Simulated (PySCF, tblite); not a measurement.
**CH10N3PSi2: geometry, infrared bands and NMR shifts**

Wanted: the infrared bands and NMR shifts of CH10N3PSi2 (`C=N[Si@@](N)(P)N[SiH3]`), by calculation.

Computed with tblite 0.8.0 and PySCF 2.14.0, with density-fitted response routines of our own, on a single molecule in the gas phase. Atoms are numbered from 0 throughout.

### 1 Starting geometry

17 atoms, charge 0, multiplicity 1; geometry from: force field or distance geometry start.

Bonds of the start (Å): C0–N1 1.27, N1–Si2 1.80, Si2–N3 1.82, Si2–P4 2.20, Si2–N5 1.77, N5–Si6 1.80, C0–H7 1.11, C0–H8 1.08, N3–H9 1.04, N3–H10 1.03, P4–H11 1.44, P4–H12 1.45, N5–H13 1.02, Si6–H14 1.46, Si6–H15 1.49, Si6–H16 1.47.

### 2 Optimising the geometry with GFN2-xTB

The job: settings as JSON, then the geometry in Å.

```
{"job": {"kind": "relax", "xc": "GFN2-xTB", "basis": "xTB"}, "charge": 0, "multiplicity": 1}
C     -2.540500     1.389600    -0.112600
N     -2.158700     0.184800    -0.246200
Si    -0.371100    -0.031000    -0.140900
N      0.329200     0.888000    -1.547200
P      0.482700     0.891500     1.667000
N      0.115500    -1.714800    -0.361700
Si     1.901700    -1.749400    -0.182800
H     -3.632300     1.562300    -0.159400
H     -1.872000     2.228300     0.038600
H      0.235900     1.906900    -1.378700
H     -0.069800     0.574400    -2.448300
H     -0.517500     1.409300     2.563400
H      1.310800    -0.042300     2.414000
H     -0.346300    -2.385500     0.251100
H      2.465500    -3.037100    -0.576300
H      2.249100    -1.413300     1.228600
H      2.410800    -0.649900    -1.018300
```

Started as:

```console
OMP_NUM_THREADS=1 python probes_run.py task.json out
```

The driver reads the jobs from task.json and runs them one after another.

**Question.** This job is followed by: GFN2-xTB harmonic vibrations, gas phase; GIAO PBE0/pcSseg-1 NMR shielding, non-relativistic, gas phase. What will the session give for the following? strongest single infrared mode (GFN2-xTB); zero-point energy (GFN2-xTB); 13C shifts against TMS (PBE0/pcSseg-1); 1H shifts against TMS (PBE0/pcSseg-1, means over atoms taken as alike); 15N shifts against NH3 (PBE0/pcSseg-1); 29Si shifts against TMS (PBE0/pcSseg-1); 31P shifts against H3PO4 (PBE0/pcSseg-1); surface potential, 1st and 99th percentile.

As calculated:

| quantity | value |
| --- | --- |
| strongest single infrared mode (GFN2-xTB) | 2251 cm⁻¹, 366 km/mol |
| zero-point energy (GFN2-xTB) | 70.5 kcal/mol |
| 13C shifts against TMS (PBE0/pcSseg-1) | 172.1 ppm |
| 1H shifts against TMS (PBE0/pcSseg-1, means over atoms taken as alike) | 8.53, 8.42, 4.86, 1.07, 0.91, 0.67 ppm |
| 15N shifts against NH3 (PBE0/pcSseg-1) | 438.4, 40.4, 22.0 ppm |
| 29Si shifts against TMS (PBE0/pcSseg-1) | -9.1, -61.3 ppm |
| 31P shifts against H3PO4 (PBE0/pcSseg-1) | -302.7 ppm |
| surface potential, 1st and 99th percentile | -1.38 V and 1.45 V |

Over 147 steps the energy fell by 1.397 eV; of the close pairs, Si2–N3 changed most, 1.820 to 1.726 Å. The lowest mode is imaginary (34i cm⁻¹), so the xTB geometry is not a minimum. GFN2-xTB is a fitted tight-binding method: band positions and strengths are rough. Its intensities can rank the bands wrongly. At PBE0/pcSseg-1: Shielding is most anisotropic at N1 (span 806 ppm, paramagnetic term -506 ppm). At PBE0/pcSseg-1, counted by nearest atom on the grid, the HOMO lies on N1 34 %; P4 27 %, the LUMO on C0 36 %; N1 32 %.
